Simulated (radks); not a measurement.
**Ni⁺ in [Ar] 3d9: an all-electron calculation**

An exercise on one series of results from a longer session: the logs are not shown, and one member is left open.

The numbers are computed with radks (a radial shooting solver on a logarithmic mesh, Libxc functionals) version 1 (Dirac Kohn-Sham, XLYP, spin-unpolarised, spherical densities, finite nucleus; open shells fill j = l - 1/2 first), except any that are marked as measured or tabulated.

## Starting point

| Property | Result |
| --- | --- |
| element | nickel (Z = 28) |
| charge | +1 |
| electrons | 27 |
| configuration | [Ar] 3d9 |
| nuclear rms radius | 3.7757 fm |

The first run:

Input:

```text
Z 28
configuration [Ar] 3d9 4s0 4p0
relativity Dirac
functional xlyp
spin unpolarised
j_filling energy
nucleus finite rms 3.7757 fm
c 137.035999084
```

The run is started by

```console
$ python run_ks.py task.json out
```

The same process makes all the runs of this session.

One of the session's tables, all rows but one given; the rest of the session is left out.

It belongs to the step «Radial structure». Sizes of the orbitals, from the radial functions (bohr):

| level | <r> | outermost maximum (interpolated) | 90 % within | nodes |
| --- | --- | --- | --- | --- |
| 1s1/2 | ? | ? | ? | ? |
| 2s1/2 | 0.2447 | 0.205 | 0.379 | 1 |
| 2p1/2 | 0.2130 | 0.163 | 0.349 | 0 |
| 2p3/2 | 0.2163 | 0.166 | 0.354 | 0 |
| 3s1/2 | 0.7435 | 0.640 | 1.12 | 2 |
| 3p1/2 | 0.7779 | 0.643 | 1.21 | 1 |
| 3p3/2 | 0.7885 | 0.651 | 1.22 | 1 |
| 3d3/2 | 1.072 | 0.635 | 1.93 | 0 |
| 3d5/2 | 1.081 | 0.638 | 1.95 | 0 |
| 4s1/2 | 2.681 | 2.21 | 4.05 | 3 |
| 4p1/2 | 3.485 | 2.87 | 5.31 | 2 |
| 4p3/2 | 3.520 | 2.90 | 5.35 | 2 |

Estimate the missing values for 1s1/2.

As computed: <r>: 0.05408; outermost maximum (interpolated): 0.0354; 90 % within: 0.0966; nodes: 0. In the column «<r>» it is the lowest.

Limits of these values: Spin polarisation and multiplet splitting are left out.
